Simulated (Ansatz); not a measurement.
# AlNi3: the cost of one run

Program: Ansatz 0.2.0. Level of theory: DFT PBE, scalar-relativistic, plane waves, PAW. These are calculated values, not measurements.

### 1 The system as given

Symmetry: Pm-3m, No. 221, cubic system. Conventional cell: a = 3.523 Å, b = 3.523 Å, c = 3.523 Å, α = 90.00°, β = 90.00°, γ = 90.00°. Al (site symmetry m-3m) is surrounded by 12 Ni at 2.49 Å. Around Ni (site symmetry 4/mmm) lie 4 Al at 2.49 Å and 8 Ni at 2.49 Å.

Structure file:

```
CELL_PARAMETERS angstrom
3.52305 0.00000 0.00000
0.00000 3.52305 0.00000
0.00000 0.00000 3.52305
ATOMIC_POSITIONS crystal
Al 0.00000 0.00000 0.00000
Ni 0.00000 0.50000 0.50000
Ni 0.50000 0.00000 0.50000
Ni 0.50000 0.50000 0.00000
```

Starting moments: Ni 0.80 μB.

### 2 First run, at the start cell

input.yaml reads:

```yaml
crystal:
  lattice:
    - [3.5230547267, 0.0, 0.0]
    - [0.0, 3.5230547267, 0.0]
    - [0.0, 0.0, 3.5230547267]
  atoms:
    - { symbol: Al, position: [0.0, 0.0, 0.0] }
    - { symbol: Ni, position: [0.0, 0.5, 0.5], spin: 0.8 }
    - { symbol: Ni, position: [0.5, 0.0, 0.5], spin: 0.8 }
    - { symbol: Ni, position: [0.5, 0.5, 0.0], spin: 0.8 }
basis:
  ecutwfc: 420
  ecutrho_ratio: 4
kpoints:
  mp_grid: { grid: [12, 12, 12] }
hamiltonian:
  xc: pbe
scf:
  occupations: { method: gaussian, width: 0.05 }
output:
  forces: true
  stress: true
  eigenvalues: true
  populations: true
magnetization:
  spin_polarized: true
```

The run is started by

```sh
> ansatz run input.yaml --threads 2 --pin off --max-ram 5120MiB --backend cpu --events-out ev --progress --plain --runs-dir out
```

Q: Estimate wall time and peak memory on 2 threads of Arm Neoverse V1, shared host.

About 12 s, with a peak of 0.5 GiB.
